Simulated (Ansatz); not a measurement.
# ClTi: the cost of one run

Computed with Ansatz 0.2.0, Gaussian basis. Level: def2-TZVPP, core rule «outside noble gas», up to 14 orbitals frozen.

To be run: UHF; ROHF; CCSD(T) on UHF.

2 further runs of the same task are left out: 2 set aside as unsound or not needed.

## (1) The geometry

The geometry is a PBE0/def2-TZVP stationary point (not a proven minimum) of the parent state, kept for this charge and spin.

2 atoms, charge 1, spin multiplicity 3.

Atoms are counted from 1 here; the program's logs count them from 0.

Bond lengths: Ti1–Cl2 2.208 Å.

Coordinates:

```tsv
atom	x (Å)	y (Å)	z (Å)
Ti1	0.00000	0.00000	0.00000
Cl2	0.00000	0.00000	2.20842
```

## (2) UHF

in.yaml

```yaml
crystal:
  periodic: [false, false, false]
  atoms:
    - {symbol: Ti, position_ang: [0.000000, 0.000000, 0.000000]}
    - {symbol: Cl, position_ang: [0.000000, 0.000000, 2.208423]}
basis:
  gaussian: {orbitals: def2-TZVPP}
total_charge: 1
magnetization: {spin_polarized: true, initial_magnetization: 2}
hamiltonian: {xc: hf}
output: {orbitals: {seedname: orbitals}}
```

Launch:

```bash
> ansatz run in.yaml --threads 1 --pin off --events-out ev --progress --plain --max-ram 3968MiB --backend cpu
```

What time and memory should one allow on 1 thread of AMD EPYC 7R13, shared host?

About 19 s, with a peak of 0.33 GiB.
